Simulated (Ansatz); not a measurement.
**CH₇InSi: from a rough start to a minimum**

What shape does CH₇InSi take? The plan is to relax it, then compute its harmonic vibrations to see whether it is a minimum and to get the zero-point energy and entropy, and look at its orbitals and charge.

Method: RKS PBE0-D4/def2-TZVP; program: Ansatz 0.2.0, Gaussian basis.

The runs, in order: relaxation at PBE0-D4/def2-TZVP; harmonic vibrations at the same level; a single point in def2-TZVPP for the fields.

## 1. Where the work starts

SMILES `[SiH3][CH2][InH2]`, 10 atoms, charge 0, spin multiplicity 1.

Atoms are counted from 1 here; the program's logs count them from 0.

Bond lengths: Si1–C2 1.897 Å, Si1–H4 1.471 Å, Si1–H5 1.474 Å, Si1–H6 1.472 Å, C2–In3 2.221 Å, C2–H7 1.091 Å, C2–H8 1.091 Å, In3–H9 1.746 Å, In3–H10 1.750 Å. Angles: C2–Si1–H4 109.8°, C2–Si1–H5 109.1°, C2–Si1–H6 109.7°, H4–Si1–H5 109.2°, H4–Si1–H6 109.5°, H5–Si1–H6 109.6°, Si1–C2–In3 110.9°, Si1–C2–H7 111.5°, Si1–C2–H8 110.8°, In3–C2–H7 107.2°, In3–C2–H8 108.1°, H7–C2–H8 108.4°, C2–In3–H9 124.6°, C2–In3–H10 124.7°, H9–In3–H10 110.7°.

As a file:

```xyz
10

Si   -1.2488    0.4153   -0.8186
C     0.0420   -0.8444   -0.2314
In    1.4891    0.0977    1.1652
H    -2.2054   -0.2363   -1.7267
H    -0.5655    1.5062   -1.5370
H    -1.9690    0.9646    0.3424
H     0.6165   -1.2473   -1.0674
H    -0.4374   -1.6756    0.2882
H     1.1092    0.6062    2.7913
H     3.1693    0.4138    0.7941
```

The start is a GFN2-xTB geometry. In takes the def2 core potential; no spin-orbit term is included.

## 2. Optimising with PBE0-D4/def2-TZVP

Contents of in.yaml:

```yaml
crystal:
  periodic: [false, false, false]
  atoms:
    - {symbol: Si, position_ang: [-1.248770, 0.415320, -0.818570]}
    - {symbol: C, position_ang: [0.041970, -0.844430, -0.231410]}
    - {symbol: In, position_ang: [1.489090, 0.097670, 1.165240]}
    - {symbol: H, position_ang: [-2.205410, -0.236310, -1.726740]}
    - {symbol: H, position_ang: [-0.565490, 1.506150, -1.537010]}
    - {symbol: H, position_ang: [-1.969000, 0.964550, 0.342360]}
    - {symbol: H, position_ang: [0.616520, -1.247290, -1.067400]}
    - {symbol: H, position_ang: [-0.437440, -1.675620, 0.288160]}
    - {symbol: H, position_ang: [1.109200, 0.606160, 2.791310]}
    - {symbol: H, position_ang: [3.169340, 0.413790, 0.794050]}
basis:
  gaussian: {orbitals: def2-TZVP}
hamiltonian: {xc: pbe0, dispersion: d4}
relax: {f_tol: 0.005, max_steps: 150}
```

On the command line:

```bash
ansatz run in.yaml --threads 2 --pin off --events-out ev --progress --plain --max-ram 4352MiB
```

After this run come: Harmonic vibrations; Orbitals, density and potential.

Before running them: what should the planned runs give, taken together? Wanted: point group; shift from the start; total energy; dispersion term; dipole moment; lowest, highest wavenumber; zero-point energy; HOMO, LUMO.

The runs gave:

```
                  quantity            value
               point group               Cs
                     steps               20
shift from the start (rms)          0.216 Å
              total energy   -14197.7890 eV
           dispersion term         -168 meV
             dipole moment           1.05 D
lowest, highest wavenumber    61, 3132 cm⁻¹
         zero-point energy     163.9 kJ/mol
       entropy at 298.15 K  351.1 J/(mol K)
                HOMO, LUMO  -7.59, -1.74 eV
```

**Reading.** The relaxed geometry lies 0.22 Å (rms) from the start; the bond that changed most is C2–In3, from 2.221 to 2.161 Å. All wavenumbers are real, so the end point is a minimum. The stiffest mode, 3132 cm⁻¹, is a C–H stretch, and 3 modes under 200 cm⁻¹ make the vibrational entropy uncertain. Harmonic hybrid wavenumbers usually lie a few per cent above measured fundamentals. The largest Mulliken charge, -0.61 e, sits on C2. The HOMO lies mostly on C2 38 %; In3 14 % and the LUMO on In3 48 %; H9, H10 about 16 % each.
